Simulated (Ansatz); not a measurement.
Run this with the Ansatz DFT code, driven from Python and show what comes out.

Contents of `al.xyz`:
```text
4
Lattice="2.82707702 0.0 0.0 -1.41353851 2.44832052 0.0 0.0 0.0 9.18599307" Properties=species:S:1:pos:R:3 pbc="T T T"
Al    0.00000000    0.00000000    0.00000000
Al   -0.00000001    1.63221369    2.29649827
Al    0.00000000    0.00000000    4.59299654
Al    1.41353853    0.81610683    6.88949480
```

`dfpt_al.py`:
```python
"""DFPT phonons of Al."""

from pathlib import Path

import ansatz as az
import numpy as np


def main() -> None:
    xtal = az.Crystal.from_extxyz("al.xyz")

    calculation = (
        xtal.calculation()
        .basis(39 * az.Ry)
        .functional(az.Functional.PBESOL)
        .eigensolver("davidson")
        .occupations("gaussian", width=0.05)
        .kpoints(12, 12, 4)
        .phonons("dfpt")
    )
    out = calculation.run(runs_dir="runs")
    ph = out.phonons

    print("Gamma modes (1/cm):", " ".join(f"{w:.1f}" for w in ph.gamma_omega_inv_cm))
    print("in meV:", " ".join(f"{w * 0.1239842:.2f}" for w in ph.gamma_omega_inv_cm))


if __name__ == "__main__":
    main()
```

```console
$ python dfpt_al.py
Gamma modes (1/cm): 0.0 0.0 0.0 92.5 92.5 120.8 120.8 157.2 157.2 243.8 244.7 330.0
in meV: 0.00 0.00 0.00 11.47 11.47 14.97 14.97 19.49 19.49 30.23 30.34 40.92
```

Reading the output:
- The settings weren't tested for convergence.
- The cell isn't relaxed first, so the values belong to this volume.
- This isn't the structure that Al takes at ambient conditions.
- The structure is taken as given; imaginary modes can come from an unrelaxed or unstable start. Phonons of metals also depend on mesh and smearing.
- Hardware and time: 51 s on 1 thread of Arm Neoverse V1 (shared host), peak memory 0.84 GiB.
